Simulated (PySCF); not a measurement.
**PbCl4: other functionals and bases at one geometry**

One table from this session's results is given with a row withheld; the runs are named, their logs left out.

Computed with PySCF 2.14.0. Level: several levels, as the steps say, no spin–orbit coupling.

1 further run of the same task is left out (for a known fault of the program).

## The starting structure

5 atoms, charge 0, spin multiplicity 1.

Bond lengths: Pb1–Cl2 2.414 Å, Pb1–Cl3 2.414 Å, Pb1–Cl4 2.414 Å, Pb1–Cl5 2.414 Å. Angles: Cl2–Pb1–Cl3 109.5°, Cl2–Pb1–Cl4 109.5°, Cl2–Pb1–Cl5 109.5°, Cl3–Pb1–Cl4 109.5°, Cl3–Pb1–Cl5 109.5°, Cl4–Pb1–Cl5 109.5°.

As a file:

```xyz
5

Pb    0.0000    0.0000    0.0000
Cl    1.3939    1.3939    1.3939
Cl   -1.3939   -1.3939    1.3939
Cl    1.3939   -1.3939   -1.3939
Cl   -1.3939    1.3939   -1.3939
```

Formal oxidation states: Pb +4. An earlier session relaxed this geometry at PBE0, Pb def2-SVP with ECP60, Cl def2-SVP (singlet, point group Td).

At PBE0 on the finer grid: E = -2032.598609 Eh, HOMO -9.61 eV, LUMO -5.00 eV, Mulliken charge on Pb1 +0.87 e, largest force component 0.006 eV/Å. 

Levels to run: r2SCAN; CAM-B3LYP; PBE0, TZVP. Hardware: 2 threads of AMD EPYC 7R43 (Zen 3), shared host.

The first run:

run.py (the lines that set the calculation)

```python
mol = gto.M(atom='''
Pb     0.00000     0.00000     0.00000
Cl     1.39389     1.39389     1.39389
Cl    -1.39389    -1.39389     1.39389
Cl     1.39389    -1.39389    -1.39389
Cl    -1.39389     1.39389    -1.39389''',
    basis={'Pb': 'def2-SVP', 'Cl': 'def2-SVP'},
    ecp={'Pb': 'def2-SVP'},
    charge=0, spin=0)
mf = dft.RKS(mol, xc='R2SCAN')
mf.grids.atom_grid = (75, 302)
mf = mf.density_fit()  # fitting sets: Pb def2-universal-JKFIT, Cl def2-universal-JKFIT
mf.conv_tol = 1e-08; mf.max_cycle = 55
mf.kernel(dm0)  # dm0: the density of the relaxed state
```

Launch:

```console
$ OMP_NUM_THREADS=2 python run.py
```

Steps of the session up to this table: r2SCAN; CAM-B3LYP; PBE0, TZVP.

One table of the session follows, with a row left open; its other results are not shown here.

```
              level  HOMO (eV)  gap (eV)  charge on Pb1 (e)  largest force component (eV/Å)
PBE0 (relaxed here)      -9.61      4.61               0.87                            0.01
             r2SCAN      -8.56      2.83               0.90                            0.11
          CAM-B3LYP     -10.89      6.95               0.83                            0.06
         PBE0, TZVP          ?         ?                  ?                               ?
```

**Question.** Estimate the row for PBE0, TZVP.

As computed: HOMO (eV): -9.79; gap (eV): 4.69; charge on Pb1 (e): 1.11; largest force component (eV/Å): 0.28. In the column «HOMO (eV)» it lies between CAM-B3LYP (-10.89) and PBE0 (relaxed here) (-9.61).

In one basis the HOMO–LUMO gap runs from 2.83 eV (r2SCAN) to 6.95 eV (CAM-B3LYP). The largest leftover force, 0.28 eV/Å with PBE0, TZVP, stands at a geometry relaxed at another level. Total energies of different levels can't be compared.
